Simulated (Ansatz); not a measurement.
# MnPt2 (P-3m1) in Ansatz: further runs

Runs on MnPt2. Level: PBEsol. Tasks: single point.

Program: Ansatz 0.2.0. These are calculated values, not measurements. Logs are shortened: lines on timing, memory, paths and dates and some standing lists are left out, and cuts for length are marked.

## Step 1: Starting point

Symmetry: P-3m1, No. 164, trigonal system. The conventional cell has a = 2.858 Å, b = 2.858 Å, c = 6.533 Å, α = 90.00°, β = 90.00°, γ = 120.00°. Pt (site symmetry 3m) has 3 Mn at 2.64 Å and 9 Pt at 2.86 to 2.91 Å as nearest neighbours. Mn (site symmetry -3m) is surrounded by 6 Pt at 2.64 Å and 6 Mn at 2.86 Å.

The cell comes from a database or a generator and needn't be the stable form of this composition.

## Step 2: Single point, PBEsol, collinear spin, program default start

File input.yaml:

```yaml
crystal:
  lattice:
    - [2.8584044518, 0.0, 0.0]
    - [-1.4292022259, 2.4754508696, 0.0]
    - [0.0, 0.0, 6.532504]
  atoms:
    - { symbol: Pt, position: [0.6666666667, 0.3333333333, 0.316206] }
    - { symbol: Pt, position: [0.3333333333, 0.6666666667, 0.683794] }
    - { symbol: Mn, position: [0.0, 0.0, 0.0] }
hamiltonian:
  xc: pbesol
  pseudopotentials: { kind: paw }
magnetization:
  spin_polarized: true
  initial_magnetization: 0.0
  spin_locking: { lock_magnetization: hard }
kpoints:
  mp_grid: { grid: [9, 9, 4] }
scf:
  occupations: { method: fermi_dirac, width: 0.05 }
  lower_state_search: "off"
output:
  forces: true
  stress: true
  eigenvalues: true
```

Potentials or basis: Ansatz PAW.

Command:

```
$ ansatz run input.yaml --threads 2 --pin off --max-ram 5632MiB --backend cpu --events-out ev --progress --plain --runs-dir out
```

Log:

```text
Warning: output.stress: scf.convergence.dr2_threshold = 1e-7 eV (the SCF's general default) is looser than the 3e-10 eV advised for a printed stress (1e-10 eV for each atom of the cell: 3). What an SCF threshold leaves in a stress goes as its square root, and in the free energy as the threshold itself, and one threshold admits the most on a small cell: of the crystals measured, under no hybrid functional and no lock of the moments, on runs that ended without the residual-converged pass, on stresses that held no estimate of that error, the worst erred by over 100 MPa in a component at 1e-7 eV an atom and by under 5 at 1e-10. Set scf.convergence.dr2_threshold to 3e-10 eV or tighter. The threshold is an SCF's pass mark: one that does not reach it within its budget of iterations ends unconverged, or closes short of it on a stop that the run arms, and scf.convergence.dr2_threshold's page says what that costs each kind of run
Warning: RAYON_NUM_THREADS=2 ignored (pool sized by the plan → 2); use --threads N
Engine: ansatz 0.2.0, x86_64-unknown-linux-gnu
Pseudopotentials: kind: paw
Pseudopotential: Pt, paw, valence charge 18, recommended cutoff 420 eV (normal), Pt.paw.azcp
Pseudopotential: Mn, paw, valence charge 15, recommended cutoff 420 eV (normal), Mn.paw.azcp
Functional definition: PBEsol
  exchange = pbesol_x
  correlation = pbesol_c
Crystal: 3 atoms, lattice volume = 46.223 Å³
Basis set: ecut = 420 eV, 897 PW (Γ), exchange–correlation on 40×40×90 points (8 copies of the dense FFT grid, shifted against one another)
Bands: 31, of which v1, the nominal top of the filled ones, is band 26 counted from 1 (25 counted from 0)
Symmetry: 12 space group operations
Space group: P-3m1 (ITA 164), of the structure as read, at distance tolerance 3.6e-5 Å
k-points: 43 of 324
Non-local potential: Pt, projectors of the file, l = 0: 3, l = 1: 2, l = 2: 2, l = 3: 1
Non-local potential: Mn, projectors of the file, l = 0: 3, l = 1: 2, l = 2: 3, l = 3: 1
PAW form: soft (Blöchl's): semilocal exchange-correlation on the pseudo side does not see the compensation charge
PAW frozen core: Pt, regenerated for the run's functional, and the local potential with it (the file was generated under x = pbe(κ = 0.804, μ = 0.2195149727645171), c = pbe(β = 0.06672455060314922))
PAW frozen core: Mn, regenerated for the run's functional, and the local potential with it (the file was generated under x = pbe(κ = 0.804, μ = 0.2195149727645171), c = pbe(β = 0.06672455060314922))
PAW one-centre angular grid: Pt, 590 points (default); XC on 64 Gauss nodes
PAW one-centre angular grid: Mn, 590 points (default); XC on 64 Gauss nodes
Initial density: superposition of atomic densities (chi_scale 0.1, normalization cell, long waves kept (reshape's long-wave potential 0.32 eV rms))
Initial wavefunctions: pseudopotential atomic-orbital guess
Functional: x = pbesol(κ = 0.804, μ = 0.12345679012345678), c = pbesol(β = 0.046)
SCF iter   1: F=—  HF=-28675.644267 eV  |F-HF|=—  |Δ(HF+E_count)|=         —  Δρ=3.33e-1 (↑3.33e-1 ↓3.33e-1)  dr2=4.66e2  dr2_m=0.00e0  M=0.000 μB ∫|m|=0.000 μB  β_m=0.30  ethr=3.10e-3  ⟨swp⟩=5.7  Hψ=4636  notcnv=0
preconditioner: auto → Kerker (q_TF=auto, 2.773 Å⁻¹)  [metal: Δε(μ)=0.022 eV  Ē_g=7.390 eV  σ=0.050 eV  W_gap=0.11  n_scr=22 (ndim 8)  ℏωp=28.4 eV  f_vac=0.000  D(μ)=4.07/eV (n_scr^D=50)]
spin=Collinear: Kerker preconditioning applied to the charge; magnetization (m = ρ↑ − ρ↓) channel mixes plain (no charge-response kernel on spin).
SCF iter   2: F=—  HF=-28643.309025 eV  |F-HF|=—  |Δ(HF+E_count)|=    3.23e1  Δρ=1.66e-1 (↑1.66e-1 ↓1.66e-1)  dr2=3.60e1  dr2_m=0.00e0  M=0.000 μB ∫|m|=0.000 μB  β_m=0.26  ethr=3.10e-3  ⟨swp⟩=4.4  Hψ=3646  notcnv=0  defer=3
SCF iter   3: F=—  HF=-28639.748047 eV  |F-HF|=—  |Δ(HF+E_count)|=    3.56e0  Δρ=7.08e-2 (↑7.08e-2 ↓7.08e-2)  dr2=4.97e1  dr2_m=0.00e0  M=0.000 μB ∫|m|=0.000 μB  β_m=0.32  ethr=3.10e-3  ⟨swp⟩=4.0  Hψ=3208  notcnv=0  defer=1
SCF iter   4: F=—  HF=-28639.025959 eV  |F-HF|=—  |Δ(HF+E_count)|=   7.22e-1  Δρ=1.38e-1 (↑1.38e-1 ↓1.38e-1)  dr2=4.96e1  dr2_m=0.00e0  M=0.000 μB ∫|m|=0.000 μB  β_m=0.35  ethr=3.10e-3  ⟨swp⟩=3.8  Hψ=2967  notcnv=0
SCF iter   5: F=—  HF=-28637.346989 eV  |F-HF|=—  |Δ(HF+E_count)|=    1.68e0  Δρ=1.00e-1 (↑1.00e-1 ↓1.00e-1)  dr2=2.60e1  dr2_m=0.00e0  M=0.000 μB ∫|m|=0.000 μB  β_m=0.67  ethr=3.10e-3  ⟨swp⟩=2.0  Hψ=1870  notcnv=0
SCF iter   6: F=—  HF=-28635.991555 eV  |F-HF|=—  |Δ(HF+E_count)|=    1.36e0  Δρ=1.77e-2 (↑1.77e-2 ↓1.77e-2)  dr2=1.80e0  dr2_m=0.00e0  M=0.000 μB ∫|m|=0.000 μB  β_m=0.68  ethr=3.10e-3  ⟨swp⟩=3.2  Hψ=2377  notcnv=0
SCF iter   7: F=—  HF=-28635.910653 eV  |F-HF|=—  |Δ(HF+E_count)|=   8.09e-2  Δρ=5.06e-3 (↑5.06e-3 ↓5.06e-3)  dr2=1.63e-1  dr2_m=0.00e0  M=0.000 μB ∫|m|=0.000 μB  β_m=0.61  ethr=3.10e-3  ⟨swp⟩=1.7  Hψ=1739  notcnv=0
SCF iter   8: F=—  HF=-28635.899832 eV  |F-HF|=—  |Δ(HF+E_count)|=   1.08e-2  Δρ=2.21e-3 (↑2.21e-3 ↓2.21e-3)  dr2=2.38e-2  dr2_m=0.00e0  M=0.000 μB ∫|m|=0.000 μB  β_m=0.81  ethr=3.20e-4  ⟨swp⟩=2.3  Hψ=1435  notcnv=0
SCF iter   9: F=—  HF=-28635.901974 eV  |F-HF|=—  |Δ(HF+E_count)|=   2.14e-3  Δρ=5.92e-3 (↑5.92e-3 ↓5.92e-3)  dr2=1.17e-1  dr2_m=0.00e0  M=0.000 μB ∫|m|=0.000 μB  β_m=0.68  ethr=4.67e-5  ⟨swp⟩=2.0  Hψ=1729  notcnv=0  recentre
SCF iter  10: F=—  HF=-28635.897855 eV  |F-HF|=—  |Δ(HF+E_count)|=   4.12e-3  Δρ=9.39e-4 (↑9.39e-4 ↓9.39e-4)  dr2=2.20e-3  dr2_m=0.00e0  M=0.000 μB ∫|m|=0.000 μB  β_m=0.84  ethr=4.67e-5  ⟨swp⟩=2.0  Hψ=1652  notcnv=0
SCF iter  11: F=—  HF=-28635.897738 eV  |F-HF|=—  |Δ(HF+E_count)|=   1.17e-4  Δρ=1.11e-4 (↑1.11e-4 ↓1.11e-4)  dr2=2.74e-5  dr2_m=0.00e0  M=0.000 μB ∫|m|=0.000 μB  β_m=0.92  ethr=4.32e-6  ⟨swp⟩=1.0  Hψ=1389  notcnv=0
SCF iter  12: F=—  HF=-28635.897745 eV  |F-HF|=—  |Δ(HF+E_count)|=   6.79e-6  Δρ=3.66e-5 (↑3.66e-5 ↓3.66e-5)  dr2=3.08e-6  dr2_m=0.00e0  M=0.000 μB ∫|m|=0.000 μB  β_m=0.93  ethr=5.36e-8  ⟨swp⟩=1.2  Hψ=1345  notcnv=0
SCF iter  13: F=—  HF=-28635.897745 eV  |F-HF|=—  |Δ(HF+E_count)|=   1.28e-7  Δρ=1.30e-5 (↑1.30e-5 ↓1.30e-5)  dr2=4.09e-7  dr2_m=0.00e0  M=0.000 μB ∫|m|=0.000 μB  β_m=0.97  ethr=6.03e-9  ⟨swp⟩=1.9  Hψ=1406  notcnv=0
SCF iter  14: F=-28635.897745 eV  HF=-28635.897745 eV  |F-HF|=6.20e-9  |Δ(HF+E_count)|=   1.54e-8  Δρ=2.08e-6 (↑2.08e-6 ↓2.08e-6)  dr2=8.13e-9  dr2_m=0.00e0  M=0.000 μB ∫|m|=0.000 μB  ethr=1.96e-10  ⟨swp⟩=4.2  Hψ=4453  notcnv=0
SCF 1 converged in 14 iterations: F = -28635.897745 eV  dr2 = 8.13e-9
SCF converged after 14 iterations
Stability checked in part: among states of this total moment the steps that led to this state did not find it unstable. No probe was made; neither looks for a lower state of another moment (fixed_total_moment; see scf.lower_state_search)
Magnetization: 0.0000 μB (25.5000 up, 25.5000 down)
Absolute magnetization: 0.0000 μB (∫|ρ↑−ρ↓|)
Spin contamination: 0.0000 ħ² per cell (⟨S²⟩ above its minimum at these occupations)
Per-site moments (μB) at R_I (Å): [(0.0, 1.0906132915724027), (0.0, 1.0906132915724025), (0.0, 1.0906132915724025)]
Free energy (F): -28635.897745 eV
Harris-Foulkes:  -28635.897745 eV  (|F-HF|=6.20e-9)
Internal energy: -28635.853158 eV  (E = F + TS)
E sigma→0 (E₀):  -28635.875451 eV
Entropy (-TS):   -0.044587 eV (-14.862 meV/atom)
Fermi energy:    19.441444 (↑ 19.441444, ↓ 19.441444) eV
--- Per-component energies (eV) ---
  E_band       = -566.303744
  E_kinetic    = 1573.106648
  E_local      = -4970.881379  (includes V_loc(G=0)·N_el)
  E_nonlocal   = 645.884131
  E_hartree    = 1904.252310
  E_xc         = -631.051034
  E_vxc        = -746.593619  (∫ρ·V_xc dr)
  E_paw        = -19900.363422  (= ΣΔE_a)
  E_vpaw       = -876.327068  (= ΣTr[D̂ρ^β])
  E_aug_tail   = 0.000365  (compensation charges beyond the density's cutoff)
  E_ewald      = -7257.544389
  E_core_change = 0.743613  (= ΣΔE_core)
  E_smearing   = -0.044587  (= −TS)
  E_closure    = 0.000000  (closes the sum)
  Σ components = -28635.897745   (vs F -28635.897745, Δ=0.00e0)
--- Forces (eV/Å), atoms counted from 1 ---
  atom   1  Pt     0.00000000     0.00000000    -0.35179800
  atom   2  Pt     0.00000000    -0.00000000     0.35179800
  atom   3  Mn    -0.00000000     0.00000000     0.00000000
  max |Σ_I F_I| component: 8.10e-18 eV/Å
--- Stress (GPa, compression-positive) ---
      -29.606191       0.000000       0.000000
        0.000000     -29.606191      -0.000000
       -0.000000      -0.000000     -17.798056
  P = ⅓ Tr σ = -25.6701 GPa (-256.701 kbar)
--- Band table (eV; the first three rows and the last of 86) ---
  k-point 0 ↑: bands = ["-79.1476", "-79.1397", "-59.6180", "-33.4343", "-33.3023", "-33.1536", "-33.1536", "-33.1347", "-33.1347", "-28.5694", "-28.3612", "-28.3612", "10.2294", "12.4029", "14.1144", "15.9324", "15.9324", "16.0414", "16.0414", "16.3947", "16.9464", "17.1334", "17.1334", "18.2696", "18.2696", "18.4913", "19.1097", "19.1097", "19.7588", "19.7588", "29.6278"]
  k-point 1 ↑: bands = ["-79.1476", "-79.1397", "-59.6180", "-33.4370", "-33.2996", "-33.1537", "-33.1537", "-33.1347", "-33.1347", "-28.5696", "-28.3612", "-28.3612", "10.4642", "12.1193", "13.9127", "15.6589", "15.9335", "15.9335", "16.0735", "16.0735", "17.2319", "17.2319", "17.9677", "17.9677", "18.0092", "18.8937", "19.1168", "19.1168", "19.9429", "19.9429", "27.3559"]
  k-point 2 ↑: bands = ["-79.1476", "-79.1397", "-59.6180", "-33.4395", "-33.2969", "-33.1537", "-33.1537", "-33.1346", "-33.1346", "-28.5698", "-28.3612", "-28.3612", "10.8700", "11.6320", "13.7339", "15.4737", "15.9196", "15.9196", "16.1295", "16.1295", "17.4364", "17.4364", "17.5986", "17.5986", "18.1410", "19.1024", "19.1024", "19.8487", "20.1010", "20.1010", "25.8742"]
  k-point 42 ↓: bands = ["-79.1280", "-79.1280", "-59.5991", "-33.3660", "-33.3660", "-33.3454", "-33.3056", "-33.2893", "-33.2893", "-28.5535", "-28.4552", "-28.4552", "14.6433", "14.6433", "14.6898", "14.9977", "15.3585", "15.3585", "15.5925", "16.6066", "16.6066", "17.2761", "19.0595", "19.0595", "19.5586", "19.5586", "20.0325", "23.9926", "23.9926", "24.4516", "24.4516"]
```

It took 5.2 s on 2 threads of Intel Xeon at 2.50GHz (Skylake/Cascade Lake), shared host; peak memory 0.41 GiB.

Results:

```
Free energy     : -28635.8977 eV
Pressure        : -25.7 GPa
Largest force   : 0.352 eV/Å
Net moment      : 0.00 μB per cell
Absolute moment : 0.00 μB per cell
```

Forces on the atoms (eV/Å):
```
Pt   0.000  0.000 -0.352
Pt   0.000  0.000  0.352
Mn   0.000  0.000  0.000
```

Caveat: the total moment is fixed, so each spin has its own Fermi level; the PAW data sets come from PBE, with cores solved anew for the run's functional, which leaves a small shift of forces and pressure; the thresholds are loose for stress.

(Part 1 of 2 ends here.)
